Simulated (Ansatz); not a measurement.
# Zr11Ni5: the cost of one run

All numbers below are computed with Ansatz 0.2.0 (DFT PBE, scalar-relativistic, plane waves, PAW).

### Step 1. The system as given

The cell holds 16 atoms (Ni5Zr11): a = 6.878 Å, b = 7.024 Å, c = 6.930 Å, α = 92.74°, β = 87.54°, γ = 88.96°.

11 Zr, 5 Ni were thrown into a skewed cell at random, at 1.05 times a reference volume of the solid, and pushed apart as soft spheres.

As a file:

```cif
data_structure
_symmetry_space_group_name_H-M 'P 1'
_symmetry_Int_Tables_number 1
_cell_length_a 6.8780
_cell_length_b 7.0242
_cell_length_c 6.9302
_cell_angle_alpha 92.736
_cell_angle_beta 87.542
_cell_angle_gamma 88.961
_cell_volume 334.05
loop_
_atom_site_label
_atom_site_type_symbol
_atom_site_fract_x
_atom_site_fract_y
_atom_site_fract_z
_atom_site_occupancy
Zr1 Zr 0.27151 0.02506 0.85305 1
Zr2 Zr 0.57487 0.81300 0.06348 1
Zr3 Zr 0.96261 0.33530 0.76431 1
Zr4 Zr 0.89085 0.14373 0.17789 1
Zr5 Zr 0.29359 0.26676 0.44689 1
Zr6 Zr 0.96531 0.55603 0.35933 1
Zr7 Zr 0.98261 0.93965 0.56478 1
Zr8 Zr 0.30524 0.44046 0.02118 1
Zr9 Zr 0.60812 0.54143 0.67048 1
Zr10 Zr 0.96286 0.73514 0.96396 1
Zr11 Zr 0.57949 0.96348 0.50400 1
Ni1 Ni 0.62221 0.18127 0.87763 1
Ni2 Ni 0.22596 0.63608 0.67190 1
Ni3 Ni 0.22011 0.91177 0.23821 1
Ni4 Ni 0.36384 0.65489 0.37091 1
Ni5 Ni 0.61500 0.44187 0.24914 1
```

### Step 2. Stage at 2900 K

The cutoff is lowered while the worst contacts of the packing are taken out. One k point, a Fermi-Dirac width of 0.250 eV and a fixed cell.

File input.yaml:

```yaml
crystal:
  lattice:
    - [6.876047, 0.064809, 0.148883]
    - [0.064809, 7.02186, -0.167305]
    - [0.148883, -0.167305, 6.926541]
  atoms:
    - { symbol: Zr, position: [0.2715100257, 0.0250564656, 0.85305234] }
    - { symbol: Zr, position: [0.5748679914, 0.813001497, 0.0634820499] }
    - { symbol: Zr, position: [0.9626123337, 0.3353014498, 0.7643134392] }
    - { symbol: Zr, position: [0.8908511179, 0.1437349614, 0.1778924404] }
    - { symbol: Zr, position: [0.2935851296, 0.266757803, 0.4468863839] }
    - { symbol: Zr, position: [0.9653109378, 0.55602889, 0.3593349756] }
    - { symbol: Zr, position: [0.9826142845, 0.939651213, 0.5647775835] }
    - { symbol: Zr, position: [0.3052390332, 0.4404584335, 0.0211784032] }
    - { symbol: Zr, position: [0.6081241386, 0.5414271382, 0.6704796239] }
    - { symbol: Zr, position: [0.9628622476, 0.7351357337, 0.9639600867] }
    - { symbol: Zr, position: [0.5794938637, 0.9634785328, 0.5040034481] }
    - { symbol: Ni, position: [0.622208779, 0.1812712348, 0.8776336071] }
    - { symbol: Ni, position: [0.2259601518, 0.6360845237, 0.6718972205] }
    - { symbol: Ni, position: [0.2201082723, 0.9117747784, 0.2382072097] }
    - { symbol: Ni, position: [0.3638352011, 0.6548913926, 0.3709142179] }
    - { symbol: Ni, position: [0.6149985016, 0.4418671363, 0.2491401262] }
  symmetry: { detect: false }
basis:
  ecutwfc: 320
  xc_grid: 1
kpoints:
  mp_grid: { grid: [1, 1, 1], shift: [0.25, 0.25, 0.25] }
hamiltonian:
  xc: pbe
scf:
  occupations: { method: fermi_dirac, width: 0.2499 }
  lower_state_search: "off"
  convergence: { dr2_threshold: 1.0e-05 }
output:
  forces: true
  stress: true
md:
  timestep: 3.0
  n_steps: 24
  ensemble: nvt_langevin
  friction: 0.03
  temperature: 2900.0
  initial_velocities: maxwell_boltzmann
  seed: 96193
```

The run is started by

```
ansatz run input.yaml --threads 2 --pin off --max-ram 5120MiB --backend cpu --events-out ev --progress --plain --runs-dir out
```

**Question.** How long does this run take on 2 threads of Arm Neoverse V2, shared host, and how much memory does it need?

About 46 s, with a peak of 0.65 GiB.
